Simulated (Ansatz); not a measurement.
# LaYbS3: the cost of one run

Method: DFT PBEsol+U (U_eff = 6 eV on Yb f, around-mean-field double counting), plane waves, PAW, no spin–orbit coupling unless a run says so, in Ansatz 0.2.0.

3 further runs of the same task are left out: 3 that didn't finish. Runs told in other sessions of the task aren't counted.

### 1 The system as given

Symmetry: Cmcm, No. 63, orthorhombic system. The conventional cell has a = 3.924 Å, b = 12.632 Å, c = 9.514 Å, α = 90.00°, β = 90.00°, γ = 90.00°. La (site symmetry m2m) is surrounded by 8 S at 2.84 to 3.24 Å. Yb (site symmetry 2/m) has 6 S at 2.60 to 2.72 Å in its first shell of neighbours. S (site symmetry m) is surrounded by 2 Yb at 2.72 Å and 3 La at 3.01 to 3.24 Å. S (site symmetry m2m) is surrounded by 2 Yb at 2.60 Å and 2 La at 2.84 Å.

Structure file:

```xyz
10
Lattice="1.9619 -6.3160 0.0000 1.9619 6.3160 0.0000 0.0000 0.0000 9.5140" Properties=species:S:1:pos:R:3 pbc="T T T"
La    1.9619    3.1139    7.1355
La    1.9619   -3.1139    2.3785
Yb    0.0000    0.0000    4.7570
Yb    0.0000    0.0000    0.0000
S     1.9619   -1.7874    5.3383
S     1.9619    1.7874    0.5813
S     1.9619    1.7874    4.1757
S     1.9619   -1.7874    8.9327
S     1.9619   -5.2612    7.1355
S     1.9619    5.2612    2.3785
```

### 2 Ferromagnetic start, free, symmetry kept, no search

The input, input.yaml:

```yaml
crystal:
  lattice:
    - [1.96189998, -6.31599995, 0.0]
    - [1.96189998, 6.31599995, 0.0]
    - [0.0, 0.0, 9.51399992]
  atoms:
    - { symbol: La, position: [0.25349, 0.74651, 0.75] }
    - { symbol: La, position: [0.74651, 0.25349, 0.25] }
    - { symbol: Yb, position: [0.0, 0.0, 0.5], spin: 1.0 }
    - { symbol: Yb, position: [0.0, 0.0, 0.0], spin: 1.0 }
    - { symbol: S, position: [0.6415, 0.3585, 0.5611] }
    - { symbol: S, position: [0.3585, 0.6415, 0.0611] }
    - { symbol: S, position: [0.3585, 0.6415, 0.4389] }
    - { symbol: S, position: [0.6415, 0.3585, 0.9389] }
    - { symbol: S, position: [0.9165, 0.0835, 0.75] }
    - { symbol: S, position: [0.0835, 0.9165, 0.25] }
basis:
  ecutwfc: 420
  ecutrho_ratio: 4
kpoints:
  mp_grid: { grid: [5, 5, 2] }
hamiltonian:
  xc: pbesol
  hubbard:
    sites: [{ site: 2, l: f, u_eff: 6.0 }, { site: 3, l: f, u_eff: 6.0 }]
    double_counting: amf
scf:
  occupations: { method: gaussian, width: 0.05 }
  lower_state_search: "off"
  max_iter: 150
output:
  forces: true
  stress: true
  eigenvalues: true
  populations: true
  hubbard: { sites: [{ site: 2, l: f }, { site: 3, l: f }] }
magnetization:
  spin_polarized: true
```

The run is started by

```bash
ansatz run input.yaml --threads 8 --pin off --max-ram 12288MiB --backend cpu --events-out ev --progress --plain --runs-dir out
```

**Question.** How long does this run take on 8 threads of Arm Neoverse V1, shared host, and how much memory does it need?

About 52 s, with a peak of 1.5 GiB.
